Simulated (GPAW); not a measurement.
The system is Zr3S2.

```xyz
5
Lattice="2.9025 1.6758 3.4878 -2.9025 1.6758 3.4878 0.0000 -3.3516 3.4878" Properties=species:S:1:pos:R:3 pbc="T T T"
Zr    0.9832    1.7029    5.2317
Zr    0.9832   -1.7029    5.2317
Zr   -1.9663    0.0000    5.2317
S     0.0000    0.0000    6.9583
S     0.0000    0.0000    3.5050
```

The cell comes from a database or a generator and needn't be the stable form of this composition.

| Item | Value |
| --- | --- |
| Program | GPAW 26.7.0 |
| Task | relaxation of cell and atoms |
| Functional | PBEsol |
| Dispersion | D4 |
| Potentials or basis | PAW data sets generated in the run's folder for this functional |
| Cutoff | 600 eV |
| Basis | pw |
| k mesh | 4 × 4 × 4 |
| Occupations | fermi-dirac, width 0.05 eV |
| Spin | no spin polarisation |

At the start: pressure -6.8 GPa; volume 20.36 Å³/atom.

**Question.** Where does the relaxation end?

**Answer.** Over 11 steps the energy falls by 24.4 meV/atom and the volume is 19.22 Å³/atom (-5.6 %); space group R32 (No. 155, to 0.05 Å).

The path:
```csv
step,energy change (eV),largest force (eV/Å),pressure (GPa),volume (Å³)
1,0.0000,0.1270,-6.83,101.79
2,-0.0301,0.0874,-6.01,101.03
3,-0.1172,0.1821,0.28,96.11
4,-0.1190,0.1280,-0.15,96.38
5,-0.1203,0.0582,-0.28,96.42
6,-0.1208,0.0593,-0.15,96.29
7,-0.1210,0.0633,-0.03,96.18
8,-0.1213,0.0509,0.11,96.05
9,-0.1215,0.0229,0.16,95.99
10,-0.1217,0.0067,0.09,96.03
11,-0.1218,0.0100,0.02,96.08
```

Final structure:
```
CELL_PARAMETERS angstrom
2.84423 1.64211 3.42851
-2.84423 1.64211 3.42851
0.00000 -3.28423 3.42851
ATOMIC_POSITIONS crystal
Zr 0.83962 0.50000 0.16038
Zr 0.50000 0.16038 0.83962
Zr 0.16038 0.83962 0.50000
S 0.66444 0.66444 0.66444
S 0.33556 0.33556 0.33556
```

Caveat: later steps reuse the first step's grids; pairwise dispersion overbinds metals, which lowers pressure and volume.
